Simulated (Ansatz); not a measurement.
# TlBiPbS3: the cost of one run

Method: DFT PBEsol, plane waves, PAW, scalar-relativistic, no spin polarisation, in Ansatz 0.2.0.

**1. The system as given**

The cell holds 24 atoms (Bi4Pb4S12Tl4): a = 13.589 Å, b = 7.416 Å, c = 15.481 Å, α = 80.43°, β = 28.62°, γ = 90.00°.

Its coordinates follow in the input file.

**2. Run 1**

250 steps of 3 fs under a Langevin thermostat at 1200 K.

input.yaml reads:

```yaml
crystal:
  lattice:
    - [0.0, 0.0, -13.589305]
    - [-4.237421, 6.085742, 0.0]
    - [4.237421, 6.085742, -13.589305]
  atoms:
    - { symbol: Tl, position: [0.504926, 0.5, 0.0] }
    - { symbol: Bi, position: [0.837527, 0.5, 0.0] }
    - { symbol: Pb, position: [0.169007, 0.5, 0.0] }
    - { symbol: S, position: [0.230642, 0.75, 0.25] }
    - { symbol: S, position: [0.941348, 0.75, 0.25] }
    - { symbol: S, position: [0.06655, 0.25, 0.25] }
    - { symbol: Tl, position: [0.504926, 0.5, 0.5] }
    - { symbol: Bi, position: [0.837527, 0.5, 0.5] }
    - { symbol: Pb, position: [0.169007, 0.5, 0.5] }
    - { symbol: S, position: [0.230642, 0.75, 0.75] }
    - { symbol: S, position: [0.941348, 0.75, 0.75] }
    - { symbol: S, position: [0.06655, 0.25, 0.75] }
    - { symbol: Tl, position: [0.004926, 0.0, 0.0] }
    - { symbol: Bi, position: [0.337527, 0.0, 0.0] }
    - { symbol: Pb, position: [0.669007, 0.0, 0.0] }
    - { symbol: S, position: [0.730642, 0.25, 0.25] }
    - { symbol: S, position: [0.441348, 0.25, 0.25] }
    - { symbol: S, position: [0.56655, 0.75, 0.25] }
    - { symbol: Tl, position: [0.004926, 0.0, 0.5] }
    - { symbol: Bi, position: [0.337527, 0.0, 0.5] }
    - { symbol: Pb, position: [0.669007, 0.0, 0.5] }
    - { symbol: S, position: [0.730642, 0.25, 0.75] }
    - { symbol: S, position: [0.441348, 0.25, 0.75] }
    - { symbol: S, position: [0.56655, 0.75, 0.75] }
basis:
  ecutwfc: 420.0
kpoints:
  mp_grid: { grid: [2, 1, 1] }
hamiltonian:
  xc: pbesol
scf:
  occupations: { method: fermi_dirac, width: 0.05 }
  lower_state_search: "off"
md:
  timestep: 3.0
  n_steps: 250
  ensemble: nvt_langevin
  temperature: 1200.0
  initial_velocities: maxwell_boltzmann
  seed: 905249
  friction: 0.05
```

Launch:

```sh
> ansatz run input.yaml --threads 2 --pin off --max-ram 5120MiB --backend cpu --events-out ev --progress --plain --runs-dir out
```

What time and memory should one allow on 2 threads of Arm Neoverse V1, shared host?

About 29 min, with a peak of 1.5 GiB.
